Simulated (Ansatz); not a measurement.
**BrH4NSi: two geometries relaxed**

Are the two ends of the inversion of the pyramid at N1 separate minima, and which lies lower? Each is relaxed from a guess. SMILES of the start: N[SiH2]Br.

Program: Ansatz 0.2.0. Level of theory: RKS PBE-D4/def2-SVP. These are calculated values, not measurements.

## (1) Starting point

Bond lengths: N1–Si2 1.656 Å, Si2–Br3 2.203 Å, N1–H4 1.026 Å, N1–H5 1.073 Å, Si2–H6 1.481 Å, Si2–H7 1.491 Å. Angles: N1–Si2–Br3 106.0°, N1–Si2–H6 109.0°, N1–Si2–H7 107.2°, Br3–Si2–H6 110.1°, Br3–Si2–H7 110.5°, H6–Si2–H7 113.6°, Si2–N1–H4 107.0°, Si2–N1–H5 108.1°, H4–N1–H5 102.1°.

Structure file:

```xyz
7

N    -0.9633   -0.4919   -0.2375
Si    0.5037   -0.0662    0.4011
Br    1.2133    1.6440   -0.7932
H    -0.8223   -0.6337   -1.2436
H    -1.5987    0.3731   -0.2184
H     0.3140    0.3411    1.8124
H     1.4146   -1.2345    0.2335
```

## (2) End point A

Input file input.yaml:

```yaml
crystal:
  periodic: [false, false, false]
  atoms:
    - { symbol: "N", position_ang: [-0.9633, -0.4919, -0.2375] }
    - { symbol: Si, position_ang: [0.5037, -0.0662, 0.4011] }
    - { symbol: Br, position_ang: [1.2133, 1.644, -0.7932] }
    - { symbol: H, position_ang: [-0.8223, -0.6337, -1.2436] }
    - { symbol: H, position_ang: [-1.5987, 0.3731, -0.2184] }
    - { symbol: H, position_ang: [0.314, 0.3411, 1.8124] }
    - { symbol: H, position_ang: [1.4146, -1.2345, 0.2335] }
basis:
  gaussian: { orbitals: def2-SVP }
hamiltonian:
  xc: pbe
  dispersion: d4
relax:
  f_tol: 0.015
  max_steps: 40
```

Started as:

```bash
$ ansatz run input.yaml --threads 1 --pin off --max-ram 2048MiB --backend cpu --events-out ev --progress --plain --runs-dir out
```

The log of the run, cut to the lines that bear on the results:

```text
Warning: RAYON_NUM_THREADS=1 ignored (pool sized by the plan → 1); use --threads N
[...]
Functional definition: PBE
[...]
945 factors; their error is unknown
[...]
mean field -79451.86973461 eV, -2919.8023583353 hartree, gradient 1.8e-5 eV, S^2 0.000000; 0 other end points of the search recorded, 0 dependent functions left out
[...]
reference -79451.86976570 eV, -2919.8023594779 hartree; 30, 30 occupied and 54, 54 virtual orbitals, 945 factors
relax step   1: F+E_penalty+E_count = -79452.01055861 eV  Δ(F+E_penalty+E_count) = +0.000e0 eV  max|allowed force component| = 3.443e0 eV/Å  Δτ_max = 0.0000 Å  (27 SCF iters, accepted)
[...]
relax step   6: F+E_penalty+E_count = -79452.40882693 eV  Δ(F+E_penalty+E_count) = -4.351e-4 eV  max|allowed force component| = 2.209e-2 eV/Å  Δτ_max = 0.0106 Å  (29 SCF iters, accepted)
[...]
relax step   7: F+E_penalty+E_count = -79452.40887673 eV  Δ(F+E_penalty+E_count) = -4.980e-5 eV  max|allowed force component| = 9.118e-3 eV/Å  Δτ_max = 0.0047 Å  (21 SCF iters, accepted)
945 factors; their error is unknown
[...]
mean field -79452.27441533 eV, -2919.8172300775 hartree, gradient 1.8e-5 eV, S^2 0.000000; 1 other end points of the search recorded, 0 dependent functions left out
[...]
reference -79452.27444755 eV, -2919.8172312616 hartree; 30, 30 occupied and 54, 54 virtual orbitals, 945 factors
Total energy: -79452.40890895 eV, -2919.8221726270 hartree
Atom 0 at    -1.005985    -0.430988    -0.305380 Å, force    -0.009118     0.000820    -0.007833 eV/Å
Atom 1 at     0.534778     0.005171     0.349467 Å, force     0.001641    -0.002428     0.005260 eV/Å
Atom 2 at     1.583939     1.758360    -0.641441 Å, force    -0.001769    -0.000793    -0.000830 eV/Å
Atom 3 at    -1.042118    -0.845259    -1.241276 Å, force     0.001650     0.002886     0.004955 eV/Å
Atom 4 at    -1.794486     0.209388    -0.174844 Å, force     0.006456    -0.002632     0.000199 eV/Å
Atom 5 at     0.332691     0.402354     1.779070 Å, force     0.000128     0.001607    -0.000377 eV/Å
Atom 6 at     1.452481    -1.167127     0.188703 Å, force     0.001012     0.000540    -0.001374 eV/Å
Dipole moment:    -0.392563    -0.200432    -0.079090 e Å
```

It took 24 s on 1 thread of Intel Xeon at 2.70GHz, shared host; peak memory 0.13 GiB.

Step by step:

```csv
step,energy from step 1 (eV),largest force component (eV/Å)
1,0.0000,3.4426
2,-0.2874,1.2885
3,-0.3635,0.5104
4,-0.3825,0.2541
5,-0.3978,0.0591
6,-0.3983,0.0221
7,-0.3983,0.0091
```

Step 1 is the start.

After: Bond lengths: N1–Si2 1.730 Å, Si2–Br3 2.271 Å, N1–H4 1.024 Å, N1–H5 1.024 Å, Si2–H6 1.497 Å, Si2–H7 1.497 Å. Angles: N1–Si2–Br3 116.2°, N1–Si2–H6 107.9°, N1–Si2–H7 107.9°, Br3–Si2–H6 105.9°, Br3–Si2–H7 105.9°, H6–Si2–H7 113.1°, Si2–N1–H4 118.6°, Si2–N1–H5 118.7°, H4–N1–H5 110.0°.

## (3) Relaxing end B

The second end starts from a geometry with the move made by hand.

input.yaml, as its differences from that of step 2:

```diff
@@ -6,4 +6,4 @@
     - { symbol: Br, position_ang: [1.2133, 1.644, -0.7932] }
-    - { symbol: H, position_ang: [-0.8223, -0.6337, -1.2436] }
-    - { symbol: H, position_ang: [-1.5987, 0.3731, -0.2184] }
+    - { symbol: H, position_ang: [-0.88472, -1.46755, -0.54434] }
+    - { symbol: H, position_ang: [-1.66892, -0.56487, 0.56817] }
     - { symbol: H, position_ang: [0.314, 0.3411, 1.8124] }
```

Started as:

```bash
$ ansatz run input.yaml --threads 1 --pin off --max-ram 2048MiB --backend cpu --events-out ev --progress --plain --runs-dir out
```

The log of the run, cut to the lines that bear on the results:

```text
Warning: RAYON_NUM_THREADS=1 ignored (pool sized by the plan → 1); use --threads N
[...]
[... 1 set-up line as earlier in the session ...]
[...]
945 factors; their error is unknown
[...]
mean field -79451.73414766 eV, -2919.7973756068 hartree, gradient 7.4e-5 eV, S^2 0.000000; 0 other end points of the search recorded, 0 dependent functions left out
[...]
reference -79451.73417965 eV, -2919.7973767823 hartree; 30, 30 occupied and 54, 54 virtual orbitals, 945 factors
relax step   1: F+E_penalty+E_count = -79451.87342403 eV  Δ(F+E_penalty+E_count) = +0.000e0 eV  max|allowed force component| = 3.829e0 eV/Å  Δτ_max = 0.0000 Å  (25 SCF iters, accepted)
[...]
relax step   6: F+E_penalty+E_count = -79452.40724186 eV  Δ(F+E_penalty+E_count) = -1.377e-3 eV  max|allowed force component| = 1.042e-1 eV/Å  Δτ_max = 0.0204 Å  (28 SCF iters, accepted)
[...]
mean field -79452.27440801 eV, -2919.8172298086 hartree, gradient 1.6e-5 eV, S^2 0.000000; 1 other end points of the search recorded, 0 dependent functions left out
[...]
reference -79452.27444018 eV, -2919.8172309907 hartree; 30, 30 occupied and 54, 54 virtual orbitals, 945 factors
Total energy: -79452.40890004 eV, -2919.8221722996 hartree
Atom 0 at    -0.966792    -0.872357     0.108048 Å, force    -0.004117    -0.001281    -0.002749 eV/Å
Atom 1 at     0.549794    -0.123670     0.471991 Å, force     0.001283     0.000702     0.000380 eV/Å
Atom 2 at     1.127850     1.648418    -0.825708 Å, force    -0.002640    -0.005241     0.004140 eV/Å
Atom 3 at    -1.061256    -1.389767    -0.770648 Å, force    -0.000538     0.004155     0.003864 eV/Å
Atom 4 at    -1.828608    -0.355889     0.306202 Å, force     0.003203    -0.002534    -0.003988 eV/Å
Atom 5 at     0.479923     0.397887     1.873940 Å, force     0.002734     0.002684    -0.000726 eV/Å
Atom 6 at     1.627749    -1.144543     0.276306 Å, force     0.000075     0.001515    -0.000921 eV/Å
Dipole moment:    -0.358717    -0.268256     0.002738 e Å
```

It took 29 s on 1 thread of Intel Xeon at 2.70GHz, shared host; peak memory 0.13 GiB.

Step by step:

```csv
step,energy from step 1 (eV),largest force component (eV/Å)
1,0.0000,3.8287
2,-0.3121,1.2894
3,-0.3645,2.0205
4,-0.5181,0.5531
5,-0.5324,0.2394
6,-0.5338,0.1042
7,-0.5354,0.0052
```

Step 1 is the start.

After: Bond lengths: N1–Si2 1.730 Å, Si2–Br3 2.271 Å, N1–H4 1.024 Å, N1–H5 1.024 Å, Si2–H6 1.497 Å, Si2–H7 1.497 Å. Angles: N1–Si2–Br3 116.1°, N1–Si2–H6 107.9°, N1–Si2–H7 108.0°, Br3–Si2–H6 106.0°, Br3–Si2–H7 105.9°, H6–Si2–H7 113.2°, Si2–N1–H4 118.7°, Si2–N1–H5 118.6°, H4–N1–H5 110.1°.

## (4) Summary of results

| quantity | value |
| --- | --- |
| end A | 6 moves, 0.398 eV lower |
| end B | 6 moves, 0.535 eV lower |
| largest difference between the ends | 0.00 Å |
| end B relative to end A | +0.000 eV |

What this shows: Both starts fell into the same minimum (no atom differs by more than 0.00 Å), so from this start no second minimum was found and no band was run; another arrangement could still be one.
